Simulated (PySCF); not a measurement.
# C2H6O2Si2: the cost of one run

Programs: PySCF 2.14.0, with density-fitted response routines of our own. Each step states its level of theory. These are calculated values for one molecule in the gas phase, unless marked as measured. Atoms are numbered from 0 throughout.

## 1. The molecule as given

12 atoms, charge 0, multiplicity 1; geometry from: GFN2-xTB. The atoms were then displaced at random by about 0.01 Å, so the start is not that level's minimum.

Bonds of the start (Å): C0–C1 1.23, C1–Si2 1.87, Si2–O3 1.65, Si2–O4 1.62, O4–Si5 1.61, C0–H6 1.03, Si2–H7 1.45, O3–H8 0.92, Si5–H9 1.47, Si5–H10 1.47, Si5–H11 1.45.

## 2. Optimising the geometry at PBE0-D3(BJ)/def2-SVP

The job: settings as JSON, then the geometry in Å.

```
{"job": {"xc": "PBE0", "basis": "def2-SVP", "d3": "d3bj", "grid": 1, "shake": 0.01, "kind": "geom"}, "charge": 0, "multiplicity": 1}
C      2.257200    -1.306520     1.364980
C      1.540300    -0.387360     0.958330
Si     0.447030     0.997920     0.342660
O      1.309470     2.020110    -0.618610
O     -0.749310     0.311290    -0.499320
Si    -2.037150    -0.619990    -0.749060
H      2.853960    -2.067720     1.711340
H     -0.038470     1.854920     1.400920
H      1.564450     1.769280    -1.468100
H     -3.150870    -0.078760     0.034210
H     -1.712920    -1.984630    -0.303820
H     -2.243990    -0.536820    -2.182570
```

Launch:

```console
$ OMP_NUM_THREADS=1 python probes_run.py task.json out
```

The driver reads the jobs from task.json and runs them one after another.

**Question.** How long does this first job take on 1 thread of Arm Neoverse V1, shared host, and how much memory does it need?

About 79 s, with a peak of 0.51 GiB.
